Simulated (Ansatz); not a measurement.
# CH3BrSi: vertical ionisation energy

An exercise on one series of results from a longer session: the logs are not shown, and one member is left open.

Program: Ansatz 0.2.0, Gaussian basis. Level of theory: unrestricted cation, the program's frozen cores in correlated methods. These are calculated values, not measurements.

Plan: UKS PBE-D4/def2-TZVPP; UKS r2SCAN-D4/def2-TZVPP; UKS PBE0-D4/def2-TZVPP; UKS B3LYP-D4/def2-TZVPP; UKS wB97X-V/def2-TZVPP; UKS wB97M-V/def2-TZVPP; UKS B2PLYP/def2-TZVPP; UHF-CCSD(T)/def2-TZVPP; UHF-CCSD(T)/def2-QZVPP; extrapolation to the limit; then −ε(HOMO) from the neutral's earlier runs with LDA (SPW92), PBE-D4, revPBE-D4, BLYP-D4, r2SCAN-D4, B97M-V, PBE0-D4, B3LYP-D4, r2SCANh-D4, r2SCAN0-D4, HSE06-D4, BHLYP-D4, CAM-B3LYP-D4, LC-ωPBE, ωB97X-V, ωB97M-V.

## The geometry

All runs share one geometry, relaxed beforehand with PBE0-D4 in a triple-zeta def2 set.

SMILES `C[Si]Br`, 6 atoms, charge 0, spin multiplicity 1.

Atoms are counted from 1 here; the program's logs count them from 0.

Bond lengths: C1–Si2 1.888 Å, C1–H4 1.096 Å, C1–H5 1.093 Å, C1–H6 1.095 Å, Si2–Br3 2.264 Å. Angles: Si2–C1–H4 110.1°, Si2–C1–H5 111.1°, Si2–C1–H6 110.6°, H4–C1–H5 108.9°, H4–C1–H6 106.8°, H5–C1–H6 109.1°, C1–Si2–Br3 98.3°.

Coordinates:

```
C    -0.4336    0.3791   -0.2068
Si    0.0126   -0.7605    1.2310
Br    1.9983   -1.5150    0.4466
H     0.3320    1.1542   -0.3258
H    -1.4020    0.8590   -0.0434
H    -0.4652   -0.1809   -1.1478
```

Set-up of the first run:

Input file in.yaml:

```yaml
crystal:
  periodic: [false, false, false]
  atoms:
    - {symbol: C, position_ang: [-0.433584, 0.379089, -0.206821]}
    - {symbol: Si, position_ang: [0.012646, -0.760472, 1.230991]}
    - {symbol: Br, position_ang: [1.998334, -1.514964, 0.446610]}
    - {symbol: H, position_ang: [0.331950, 1.154191, -0.325822]}
    - {symbol: H, position_ang: [-1.402005, 0.859030, -0.043397]}
    - {symbol: H, position_ang: [-0.465240, -0.180874, -1.147762]}
basis:
  gaussian: {orbitals: def2-TZVPP}
total_charge: 1
magnetization: {spin_polarized: true, initial_magnetization: 1}
hamiltonian: {xc: pbe, dispersion: d4}
```

Run with:

```console
$ ansatz run in.yaml --threads 2 --pin off --events-out ev --progress --plain --max-ram 32768MiB --backend cpu
```

Among the steps run: Cation, UKS PBE-D4/def2-TZVPP; Cation, UKS r2SCAN-D4/def2-TZVPP; Cation, UKS PBE0-D4/def2-TZVPP; Cation, UKS B3LYP-D4/def2-TZVPP; Cation, UKS wB97X-V/def2-TZVPP; Cation, UKS wB97M-V/def2-TZVPP; Cation, UKS B2PLYP (frozen core)/def2-TZVPP; Cation, UHF-CCSD(T)/def2-TZVPP; Cation, UHF-CCSD(T)/def2-QZVPP.

One of the session's tables, all rows but one given; the rest of the session is left out.

It belongs to the step «Ionisation energies side by side». For comparison, −ε(HOMO) of the neutral from earlier runs:

```
  functional  −ε(HOMO) (eV)
 LDA (SPW92)           5.73
      PBE-D4           5.62
   revPBE-D4           5.58
     BLYP-D4           5.49
   r2SCAN-D4           5.83
      B97M-V           5.89
     PBE0-D4           6.68
    B3LYP-D4           6.51
  r2SCANh-D4           6.22
  r2SCAN0-D4           6.81
    HSE06-D4           6.29
    BHLYP-D4           7.64
CAM-B3LYP-D4           7.96
     LC-ωPBE              ?
     ωB97X-V           8.91
     ωB97M-V           8.75
```

**Question.** Estimate the row for LC-ωPBE.

The run gave: −ε(HOMO) (eV): 9.22. In the column «−ε(HOMO) (eV)» it is the highest.
